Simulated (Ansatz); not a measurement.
# NiSb: the cost of one run

Program: Ansatz 0.2.0. Level of theory: DFT PBE, scalar-relativistic, plane waves, PAW. These are calculated values, not measurements.

## Step 1: Starting point

It takes space group P6_3/mmc (No. 194, hexagonal). Conventional cell: a = 3.940 Å, b = 3.940 Å, c = 5.140 Å, α = 90.00°, β = 90.00°, γ = 120.00°. Around Ni (site symmetry -3m) lie 2 Ni at 2.57 Å and 6 Sb at 2.61 Å. Around Sb (site symmetry -6m2) lie 6 Ni at 2.61 Å.

Coordinates:

```xyz
4
Lattice="3.9400 0.0000 0.0000 -1.9700 3.4121 0.0000 0.0000 0.0000 5.1400" Properties=species:S:1:pos:R:3 pbc="T T T"
Ni    0.0000    0.0000    0.0000
Ni    0.0000    0.0000    2.5700
Sb    0.0000    2.2748    1.2850
Sb    1.9700    1.1374    3.8550
```

(A quick probe on a coarse mesh, which set the mesh and smearing, is not shown.)

## Step 3: Relaxing cell and atoms

Input file input.yaml:

```yaml
crystal:
  lattice:
    - [3.9399999606, 0.0, 0.0]
    - [-1.9699999803, 3.4121400568, 0.0]
    - [0.0, 0.0, 5.14]
  atoms:
    - { symbol: Ni, position: [0.0, 0.0, 0.0] }
    - { symbol: Ni, position: [0.0, 0.0, 0.5] }
    - { symbol: Sb, position: [0.3333333333, 0.6666666667, 0.25] }
    - { symbol: Sb, position: [0.6666666667, 0.3333333333, 0.75] }
basis:
  ecutwfc: 420
kpoints:
  mp_grid: { grid: [12, 12, 10] }
hamiltonian:
  xc: pbe
scf:
  occupations: { method: gaussian, width: 0.1 }
output:
  forces: true
  stress: true
  eigenvalues: true
  write_density: true
  write_potential: true
  elf: true
  volumetric_format: npy
relax:
  adjacent_minimum: "off"
  f_tol: 0.01
  max_steps: 80
  cell: { stress_tol: 0.05 }
```

Run with:

```bash
$ ansatz run input.yaml --threads 1 --pin off --max-ram 2560MiB --backend cpu --events-out ev --progress --plain --runs-dir out
```

What time and memory should one allow on 1 thread of Intel Xeon Platinum 8375C at 2.90GHz (Ice Lake), shared host?

About 62 s, with a peak of 0.58 GiB.
